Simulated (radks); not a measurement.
**Fractional charge and spin in the 5p shell of rhenium**

Aim: the energy as the spin-up occupation of 5p runs from 2 to 3 and the spin-down one from 2 to 3, against the two flat planes that join the four corners. Added charge counts from the emptiest corner (up 2, down 2).

Method: scalar-relativistic Kohn-Sham, r2SCAN, spin-polarised, spherical densities, finite nucleus. Code: radks (a radial shooting solver on a logarithmic mesh, Libxc functionals) version 1.

## Step 1: The atom as given

```
element            : rhenium (Z = 75)
configuration      : [Kr] 4d10 4f14 5s2 5d(up 2.5, down 2.5) 5p(up 3, down 3)
nuclear rms radius : 5.3698 fm
```

A shell typed twice in an input gives spin up, then spin down.

## Step 2: 5p: up 3, down 3

Settings of this run:

```text
Z 75
configuration [Kr] 4d10 4f14 5s2 5d2.5 5d2.5 5p3 5p3
relativity scalar-relativistic
functional r2scan,r2scan
spin polarised
nucleus finite rms 5.3698 fm
c 137.035999084
```

## Step 3: 5p: up 3, down 2.5

Settings of this run:

```text
Z 75
configuration [Kr] 4d10 4f14 5s2 5d2.5 5d2.5 5p3 5p2.5
relativity scalar-relativistic
functional r2scan,r2scan
spin polarised
nucleus finite rms 5.3698 fm
c 137.035999084
```

## Step 4: 5p: up 3, down 2

Settings of this run:

```text
Z 75
configuration [Kr] 4d10 4f14 5s2 5d2.5 5d2.5 5p3 5p2
relativity scalar-relativistic
functional r2scan,r2scan
spin polarised
nucleus finite rms 5.3698 fm
c 137.035999084
```

## Step 5: 5p: up 2.5, down 2.5

Settings of this run:

```text
Z 75
configuration [Kr] 4d10 4f14 5s2 5d2.5 5d2.5 5p2.5 5p2.5
relativity scalar-relativistic
functional r2scan,r2scan
spin polarised
nucleus finite rms 5.3698 fm
c 137.035999084
```

## Step 6: 5p: up 2.5, down 2

Settings of this run:

```text
Z 75
configuration [Kr] 4d10 4f14 5s2 5d2.5 5d2.5 5p2.5 5p2
relativity scalar-relativistic
functional r2scan,r2scan
spin polarised
nucleus finite rms 5.3698 fm
c 137.035999084
```

## Step 7: 5p: up 2, down 2

Settings of this run:

```text
Z 75
configuration [Kr] 4d10 4f14 5s2 5d2.5 5d2.5 5p2 5p2
relativity scalar-relativistic
functional r2scan,r2scan
spin polarised
nucleus finite rms 5.3698 fm
c 137.035999084
```

What does the calculation give? Wanted: for each run, down \ up; 2; 2.5; 3.

As calculated:

| down \ up | 2 | 2.5 | 3 |
| --- | --- | --- | --- |
| 2 | 0.000 | -1.909 | 0.000 |
| 2.5 | -1.909 | 0.359 | -1.763 |
| 3 | 0.000 | -1.763 | 0.000 |

What this shows: The table gives the energy in eV minus the planes, whose edge runs along up + down = one added electron; mirror points follow by spin symmetry. With half an added electron in each spin it lies 0.36 eV above the planes. With half an electron added in spin up alone it lies 1.91 eV below them. The planes are only a guide here: the condition holds for ground states with one frontier orbital, and this shell is degenerate.
